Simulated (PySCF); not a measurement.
# [Eu(NH3)]3+: forces at shaken geometries

How stiff is [Eu(NH3)]3+? Its atoms are displaced at random by several amounts. The species was built from a template and needn't be a known compound.

Program: PySCF 2.14.0. Level of theory: PBE0, Eu lcecp-1-SVP with ECP52, N def2-SVP, H def2-SVP; scalar-relativistic core potentials, no spin–orbit coupling. These are calculated values, not measurements.

3 further runs of the same task are left out: 2 for a known fault of the program, 1 that didn't finish.

### 1 Starting geometry

5 atoms, charge 3, spin multiplicity 1.

Bond lengths: Eu1–N2 2.355 Å, N2–H3 1.047 Å, N2–H4 1.047 Å, N2–H5 1.047 Å. Angles: Eu1–N2–H3 116.0°, Eu1–N2–H4 116.0°, Eu1–N2–H5 116.0°, H3–N2–H4 102.3°, H3–N2–H5 102.3°, H4–N2–H5 102.3°.

Coordinates:

```xyz
5
charge 3, multiplicity 1
Eu    0.00000    0.00000   -0.14664
N     0.00000    0.00000    2.20858
H     0.94141    0.00004    2.66726
H    -0.47074    0.81527    2.66726
H    -0.47068   -0.81531    2.66726
```

Formal oxidation states: Eu +3. Each metal's 6 4f electrons lie in its core potential, so multiplicities, spins and levels count the valence alone. An earlier session relaxed this geometry at PBE0, Eu lcecp-1-SVP with ECP52, N def2-SVP, H def2-SVP (singlet, point group C3v).

Its energy there is -90.450577 Eh.

### 2 Atoms moved at random, σ = 0.15 Å

File run.py (the lines that set the calculation):

```python
mol = gto.M(atom='''
Eu    -0.04658    -0.11335    -0.25186
N     -0.27285     0.01041     2.27168
H      1.29034     0.19539     2.71653
H     -0.45351     0.64633     3.06111
H     -0.51740    -0.73877     2.26627''',
    basis={'Eu': 'lcecp-1-SVP', 'N': 'def2-SVP', 'H': 'def2-SVP'},
    ecp={'Eu': 'lcecp-1-SVP'},
    charge=3, spin=0)
mf = dft.RKS(mol, xc='PBE0')
mf.grids.atom_grid = (50, 194)  # f atoms: unpruned, at least (60, 302)
mf = mf.density_fit()  # fitting sets: Eu AutoAux, N def2-universal-JKFIT, H def2-universal-JKFIT
mf.conv_tol = 1e-08; mf.max_cycle = 55
mf.kernel(dm0)  # dm0: the density of the relaxed state
```

On the command line:

```sh
$ OMP_NUM_THREADS=2 python run.py
```

Standard output:

```text
init E= -89.730055921832
  HOMO = -1.1280977134696  LUMO = -0.830374510347525  gap/eV = 8.10146
cycle= 1 E= -90.1656871350004  delta_E= -0.436  |g|= 0.565  |ddm|= 0.875
  HOMO = -0.817783573746087  LUMO = -0.762900599130308  gap/eV = 1.49344
cycle= 2 E= -89.7484828096434  delta_E= 0.417  |g|=  1.3  |ddm|= 1.62
  HOMO = -0.93775404772968  LUMO = -0.724978000645851  gap/eV = 5.78993
cycle= 3 E= -90.2474871531152  delta_E= -0.499  |g|= 0.0705  |ddm|= 1.27
  HOMO = -0.931271585442701  LUMO = -0.743934834901418  gap/eV = 5.09769
cycle= 4 E= -90.2492880882288  delta_E= -0.0018  |g|= 0.0181  |ddm|= 0.131
  HOMO = -0.932997060203327  LUMO = -0.742252051847938  gap/eV = 5.19044
cycle= 5 E= -90.2493722739881  delta_E= -8.42e-05  |g|= 0.00373  |ddm|= 0.0154
  HOMO = -0.933669164860557  LUMO = -0.741393776343703  gap/eV = 5.23208
cycle= 6 E= -90.2493770670017  delta_E= -4.79e-06  |g|= 0.00116  |ddm|= 0.00539
  HOMO = -0.933802485125454  LUMO = -0.74149069536103  gap/eV = 5.23307
cycle= 7 E= -90.2493774727971  delta_E= -4.06e-07  |g|= 0.000134  |ddm|= 0.00115
  HOMO = -0.933816418687488  LUMO = -0.741475471095895  gap/eV = 5.23386
cycle= 8 E= -90.2493774829352  delta_E= -1.01e-08  |g|= 2.6e-05  |ddm|= 0.000272
  HOMO = -0.933815458816397  LUMO = -0.74148079579811  gap/eV = 5.23369
cycle= 9 E= -90.2493774836675  delta_E= -7.32e-10  |g|= 7.36e-06  |ddm|= 9.49e-05
  HOMO = -0.933814650002159  LUMO = -0.741480003362301  gap/eV = 5.23369
Extra cycle  E= -90.2493774837  delta_E= -3.25e-11  |g|= 3.9e-06  |ddm|= 1.81e-05
converged SCF energy = -90.2493774837
```

Wall time 1.3 s (2 threads of Arm Neoverse V2, shared host).

Result: E = -90.249377 Eh (+5.475 eV from the relaxed state), HOMO -25.41 eV, LUMO -20.18 eV, Mulliken charge on Eu1 +2.45 e, largest force component 22.919 eV/Å. 

```
atom      Fx       Fy  Fz (eV/Å)
 Eu1  -0.384    0.607      1.346
  N2  12.566   22.919     -2.516
  H3  -3.940   -1.125     -0.937
  H4  -1.181    0.018      0.015
  H5  -7.061  -22.419      2.091
```

### 3 Atoms moved at random, σ = 0.15 Å

File run.py (the lines that set the calculation):

```python
mol = gto.M(atom='''
Eu    -0.04916     0.02753    -0.13291
N     -0.17675    -0.16760     2.24097
H      0.80506     0.03037     2.94258
H     -0.27986     1.01759     2.45118
H     -0.29929    -0.90789     2.56189''',
    basis={'Eu': 'lcecp-1-SVP', 'N': 'def2-SVP', 'H': 'def2-SVP'},
    ecp={'Eu': 'lcecp-1-SVP'},
    charge=3, spin=0)
mf = dft.RKS(mol, xc='PBE0')
mf.grids.atom_grid = (50, 194)  # f atoms: unpruned, at least (60, 302)
mf = mf.density_fit()  # fitting sets: Eu AutoAux, N def2-universal-JKFIT, H def2-universal-JKFIT
mf.conv_tol = 1e-08; mf.max_cycle = 55
mf.kernel(dm0)  # dm0: the density of the relaxed state
```

On the command line:

```sh
$ OMP_NUM_THREADS=2 python run.py
```

Standard output:

```text
init E= -90.0606744908549
  HOMO = -1.06851065198427  LUMO = -0.794691769781262  gap/eV = 7.45099
cycle= 1 E= -90.2845859320627  delta_E= -0.224  |g|= 0.299  |ddm|= 0.573
  HOMO = -0.893461690436531  LUMO = -0.751820500902792  gap/eV = 3.85425
cycle= 2 E= -90.2377286789989  delta_E= 0.0469  |g|= 0.527  |ddm|= 0.699
  HOMO = -0.966001993440152  LUMO = -0.738426076556738  gap/eV = 6.19266
cycle= 3 E= -90.3069313141142  delta_E= -0.0692  |g|= 0.0276  |ddm|= 0.461
  HOMO = -0.965529435570016  LUMO = -0.741027858556262  gap/eV = 6.10900
cycle= 4 E= -90.3071265649785  delta_E= -0.000195  |g|= 0.00349  |ddm|= 0.0288
  HOMO = -0.965755384080381  LUMO = -0.74151970264766  gap/eV = 6.10176
cycle= 5 E= -90.3071305819992  delta_E= -4.02e-06  |g|= 0.00104  |ddm|= 0.00572
  HOMO = -0.965913942315172  LUMO = -0.741267368849174  gap/eV = 6.11294
cycle= 6 E= -90.307131011231  delta_E= -4.29e-07  |g|= 0.000138  |ddm|= 0.00176
  HOMO = -0.965926703825584  LUMO = -0.741283894865918  gap/eV = 6.11284
cycle= 7 E= -90.30713102427  delta_E= -1.3e-08  |g|= 4.13e-05  |ddm|= 0.000339
  HOMO = -0.965923886045147  LUMO = -0.741284590927611  gap/eV = 6.11275
cycle= 8 E= -90.3071310251592  delta_E= -8.89e-10  |g|= 7.61e-06  |ddm|= 8.61e-05
  HOMO = -0.965922006735997  LUMO = -0.741285734983507  gap/eV = 6.11266
Extra cycle  E= -90.3071310251803  delta_E= -2.1e-11  |g|= 8.4e-06  |ddm|= 2.08e-05
converged SCF energy = -90.3071310251803
```

Run time: 1.3 s. Hardware: 2 threads of Arm Neoverse V2, shared host.

Read off: E = -90.307131 Eh (+3.903 eV from the relaxed state), HOMO -26.28 eV, LUMO -20.17 eV, Mulliken charge on Eu1 +2.43 e, largest force component 22.441 eV/Å. 

```
atom      Fx       Fy  Fz (eV/Å)
 Eu1  -0.047   -0.497      0.294
  N2   9.021   22.441     -7.487
  H3  -1.919   -1.022     -2.237
  H4  -1.774   -4.238      0.824
  H5  -5.280  -16.685      8.606
```

### 4 Atoms moved at random, σ = 0.03 Å

File run.py (the lines that set the calculation):

```python
mol = gto.M(atom='''
Eu     0.02540     0.02920    -0.11638
N      0.01230     0.04652     2.17936
H      0.93105    -0.01414     2.66700
H     -0.52905     0.75844     2.66730
H     -0.43969    -0.82002     2.66644''',
    basis={'Eu': 'lcecp-1-SVP', 'N': 'def2-SVP', 'H': 'def2-SVP'},
    ecp={'Eu': 'lcecp-1-SVP'},
    charge=3, spin=0)
mf = dft.RKS(mol, xc='PBE0')
mf.grids.atom_grid = (50, 194)  # f atoms: unpruned, at least (60, 302)
mf = mf.density_fit()  # fitting sets: Eu AutoAux, N def2-universal-JKFIT, H def2-universal-JKFIT
mf.conv_tol = 1e-08; mf.max_cycle = 55
mf.kernel(dm0)  # dm0: the density of the relaxed state
```

On the command line:

```sh
$ OMP_NUM_THREADS=2 python run.py
```

Standard output:

```text
init E= -90.4488373475137
  HOMO = -1.03180144006279  LUMO = -0.742540210791027  gap/eV = 7.87120
cycle= 1 E= -90.4463454634851  delta_E= 0.00249  |g|= 0.0133  |ddm|= 0.107
  HOMO = -1.02831206829877  LUMO = -0.740630573516193  gap/eV = 7.82821
cycle= 2 E= -90.44637324026  delta_E= -2.78e-05  |g|= 0.0114  |ddm|= 0.0201
  HOMO = -1.03025732530698  LUMO = -0.740534989689224  gap/eV = 7.88375
cycle= 3 E= -90.4463986437497  delta_E= -2.54e-05  |g|= 0.00346  |ddm|= 0.0103
  HOMO = -1.02956658530114  LUMO = -0.740682172469299  gap/eV = 7.86095
cycle= 4 E= -90.4464013704146  delta_E= -2.73e-06  |g|= 0.000623  |ddm|= 0.00332
  HOMO = -1.02967201140254  LUMO = -0.740697404392384  gap/eV = 7.86340
cycle= 5 E= -90.446401482598  delta_E= -1.12e-07  |g|= 5.84e-05  |ddm|= 0.000741
  HOMO = -1.02966969594243  LUMO = -0.740681922209253  gap/eV = 7.86376
cycle= 6 E= -90.4464014838889  delta_E= -1.29e-09  |g|= 1.25e-05  |ddm|= 0.00011
  HOMO = -1.0296686428706  LUMO = -0.740685593562369  gap/eV = 7.86363
Extra cycle  E= -90.4464014839364  delta_E= -4.75e-11  |g|= 8.47e-06  |ddm|= 2.48e-05
converged SCF energy = -90.4464014839364
```

Run time: 1.3 s. Hardware: 2 threads of Arm Neoverse V2, shared host.

Result: E = -90.446401 Eh (+0.114 eV from the relaxed state), HOMO -28.02 eV, LUMO -20.16 eV, Mulliken charge on Eu1 +2.47 e, largest force component 2.594 eV/Å. 

```
atom      Fx      Fy  Fz (eV/Å)
 Eu1   0.011   0.062     -0.530
  N2  -0.434  -2.594      0.740
  H3   0.286   0.523      0.102
  H4  -0.252   1.200      0.520
  H5   0.388   0.809     -0.832
```

### 5 The displacements side by side

| σ (Å) | energy rise (eV) | harmonic estimate −½ F·u (eV) | largest force component (eV/Å) |
| --- | --- | --- | --- |
| 0.15 | 5.475 | 3.712 | 22.92 |
| 0.15 | 3.903 | 3.816 | 22.44 |
| 0.03 | 0.114 | 0.108 | 2.59 |

Every displacement raises the energy. For a harmonic well the rise equals −½ F·u; the two differ by at most 32 % here (a move with σ = 0.15 Å), from anharmonicity, the grid and the small forces left at the relaxed point. The bases are small and lack diffuse functions. Spin–orbit coupling is left out.
